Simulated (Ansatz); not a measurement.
# C4H3IS: one species, many methods

How much do the methods differ for C4H3IS? The plan is to run it at one geometry with functionals of several rungs and with coupled cluster. The yardstick is the atomisation energy at the CCSD(T) limit.

Method: functionals in def2-TZVPP, the program's frozen cores in correlated methods; program: Ansatz 0.2.0, Gaussian basis.

Plan: LDA (SPW92), PBE-D4, revPBE-D4, BLYP-D4, r2SCAN-D4, B97M-V, PBE0-D4, B3LYP-D4, r2SCANh-D4, r2SCAN0-D4, HSE06-D4, BHLYP-D4, CAM-B3LYP-D4, LC-ωPBE, ωB97X-V, ωB97M-V, B2PLYP, PBE-QIDH; CCSD(T)/def2-SVP; CCSD(T)/def2-TZVPP; MP2/def2-QZVPP; extrapolation to the limit; RPA on PBE.

### 1 The geometry

All runs share one geometry, relaxed beforehand with PBE0-D4 in a triple-zeta def2 set. I takes the def2 core potential; no spin-orbit term is included.

SMILES `Ic1ccsc1`, 9 atoms, charge 0, spin multiplicity 1.

Atoms are counted from 1 here; the program's logs count them from 0.

Bond lengths: I1–C2 2.072 Å, C2–C3 1.418 Å, C2–C6 1.362 Å, C3–C4 1.362 Å, C3–H7 1.081 Å, C4–S5 1.705 Å, C4–H8 1.079 Å, S5–C6 1.705 Å, C6–H9 1.078 Å. Angles: I1–C2–C3 123.1°, I1–C2–C6 123.4°, C3–C2–C6 113.5°, C2–C3–C4 111.6°, C2–C3–H7 124.1°, C4–C3–H7 124.3°, C3–C4–S5 111.8°, C3–C4–H8 127.9°, S5–C4–H8 120.3°, C4–S5–C6 92.4°, C2–C6–S5 110.7°, C2–C6–H9 128.3°, S5–C6–H9 121.0°.

### 2 LDA

This LDA is Slater exchange with PW92 correlation.

The input, in.yaml:

```yaml
crystal:
  periodic: [false, false, false]
  atoms:
    - {symbol: I, position_ang: [-1.330895, -0.096905, 2.603286]}
    - {symbol: C, position_ang: [-0.417881, 0.108115, 0.754573]}
    - {symbol: C, position_ang: [0.226733, -0.962809, 0.085908]}
    - {symbol: C, position_ang: [0.745017, -0.567192, -1.109820]}
    - {symbol: S, position_ang: [0.450370, 1.084343, -1.412650]}
    - {symbol: C, position_ang: [-0.378371, 1.281884, 0.064460]}
    - {symbol: H, position_ang: [0.296843, -1.967392, 0.478228]}
    - {symbol: H, position_ang: [1.285593, -1.164569, -1.828004]}
    - {symbol: H, position_ang: [-0.788908, 2.238126, 0.346919]}
basis:
  gaussian: {orbitals: def2-TZVPP}
hamiltonian: {xc: lda}
output: {orbitals: {seedname: orbitals}}
```

The run is started by

```console
$ ansatz run in.yaml --threads 4 --pin off --events-out ev --progress --plain --max-ram 10444MiB
```

Further steps of the session: PBE-D4 (GGA); revPBE-D4 (GGA); BLYP-D4 (GGA); r2SCAN-D4 (meta-GGA); B97M-V (meta-GGA); B3LYP-D4 (hybrid); r2SCANh-D4 (hybrid); r2SCAN0-D4 (hybrid); HSE06-D4 (hybrid); BHLYP-D4 (hybrid); CAM-B3LYP-D4 (range-separated); LC-ωPBE (range-separated); ωB97X-V (range-separated); ωB97M-V (range-separated); B2PLYP (double hybrid); PBE-QIDH (double hybrid); CCSD(T) in def2-SVP; CCSD(T) in def2-TZVPP; MP2 in def2-QZVPP; RPA on PBE orbitals.

Q: Predict the results of all the runs planned. Wanted: atomisation energy, CCSD(T)/CBS; farthest beyond LDA; mean size of error, GGA; mean size of error, meta-GGA; mean size of error, hybrid; mean size of error, range-separated; mean size of error, double hybrid; gap, smallest and largest; T1 diagnostic.

As calculated:

| quantity | value |
| --- | --- |
| atomisation energy, CCSD(T)/CBS | 918.2 kcal/mol |
| functionals within 9.2 kcal/mol (1.0 %) | BLYP-D4, B97M-V, B3LYP-D4, r2SCANh-D4, r2SCAN0-D4, CAM-B3LYP-D4, LC-ωPBE, ωB97X-V, ωB97M-V, B2PLYP, PBE-QIDH |
| farthest beyond LDA | PBE-D4 (+45.1 kcal/mol) |
| mean size of error, GGA | 21.9 kcal/mol |
| mean size of error, meta-GGA | 8.6 kcal/mol |
| mean size of error, hybrid | 15.6 kcal/mol |
| mean size of error, range-separated | 1.7 kcal/mol |
| mean size of error, double hybrid | 8.9 kcal/mol |
| gap, smallest and largest | 3.96 eV (BLYP-D4), 10.58 eV (LC-ωPBE) |
| T1 diagnostic | 0.0112 |
| triples share of the correlation energy | 4.4 % |

**Reading.** LDA overbinds by 166.9 kcal/mol (18 %). PBE-D4 is off by +45.1 kcal/mol. Double hybrids carry the basis error of their MP2 part in triple zeta, and no dispersion term here, so their miss is partly the set-up's. The rungs range-separated, meta-GGA, double hybrid miss on average by less than the doubt on the reference (9.2 kcal/mol), so they tie. Misses under about 9.2 kcal/mol are within the doubt on the reference itself, which lacks core-valence correlation, spin-orbit coupling and higher excitations, and its outer-core shells are covered unevenly. All levels share the lack of spin-orbit coupling, which lowers the free heavy atoms and so the true binding. Hartree-Fock recovers 70 % of the binding; the rest is correlation. CCSD(T) in def2-SVP is off by -50.1 kcal/mol, so the small basis spoils what the method gains. Orbital gaps span 4.0 to 10.6 eV; exact exchange widens them. The restricted reference is unstable towards a spin-broken one. Correlated methods include outer-core shells of I, which these sets cover unevenly.
